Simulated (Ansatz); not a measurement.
# FH5OSeSi2, SMILES O[SiH2][SiH](F)[SeH]: energies of removing a hydrogen

Computed with the Ansatz DFT code, driven from Python.

Input file `fh5osesi2.xyz`:
```text
10

O     1.53440    0.91050    1.01490
Si    1.06950   -0.52800    0.23880
Si   -1.10150   -0.46630   -0.40370
F    -1.39180   -1.89940   -1.17140
Se   -1.38480    1.27460   -1.83420
H     0.90940    1.00700    1.80630
H     1.30630   -1.63660    1.18150
H     1.96050   -0.69980   -0.95210
H    -1.91740   -0.27850    0.83770
H    -0.90150    2.26550   -0.71500
```

`run_bde.py`:
```python
"""X-H bond energies and deprotonation of FH5OSeSi2 without relaxation."""

from dataclasses import dataclass

import ansatz


@dataclass
class Settings:
    basis: str = "cc-pVDZ"
    functional: str = "r2scan"


opts = Settings()


def single_point(molecule, charge=0, unpaired=0):
    calc = molecule.calculation().basis(gaussian=opts.basis).functional(opts.functional)
    if charge:
        calc = calc.charge(charge)
    if unpaired:
        calc = calc.spin("collinear", total=unpaired)
    return calc.run().report["free_energy_ev"]

def without(molecule, index):
    rest = ansatz.Crystal.molecule()
    for i, site in enumerate(molecule.cartesian_sites):
        if i != index:
            rest = rest.atom(site.symbol, site.position_ang)
    return rest


def main() -> None:
    mol = ansatz.Crystal.molecule_from_extxyz("fh5osesi2.xyz")

    whole = single_point(mol, 0)
    hydrogen = single_point(ansatz.Crystal.molecule().atom("H", (0, 0, 0)), 0, 1)
    print(f"E(molecule) = {whole:.5f} eV, E(H) = {hydrogen:.5f} eV")
    for index in [5, 7, 8]:
        radical = single_point(without(mol, index), 0, 1)
        print(f"H{index}: homolysis {(radical + hydrogen - whole):.3f} eV")
        anion = single_point(without(mol, index), -1)
        print(f"H{index}: loss of a proton {(anion - whole):.3f} eV")


if __name__ == "__main__":
    main()
```

```console
$ python run_bde.py
E(molecule) = -85948.22106 eV, E(H) = -13.58415 eV
H5: homolysis 4.812 eV
H5: loss of a proton 15.959 eV
H7: homolysis 3.916 eV
H7: loss of a proton 16.670 eV
H8: homolysis 3.630 eV
H8: loss of a proton 16.290 eV
```

Notes:
- Total energies depend on the basis set; only differences at equal settings carry meaning.
- The geometry is a force-field or estimated start, not a minimum of this method, and the basis set is short of its limit. All parts are taken at fixed geometry, without zero-point energy.
- The spin-orbit lowering of heavy atoms is left out.
- Anions want diffuse functions, which this basis lacks.
- Finished in 66 s on 1 thread of Intel(R) Xeon(R) 6975P-C (Granite Rapids) (shared host), peak memory 0.42 GiB.

(Lines on the test bed's own set-up are left out of the output.)
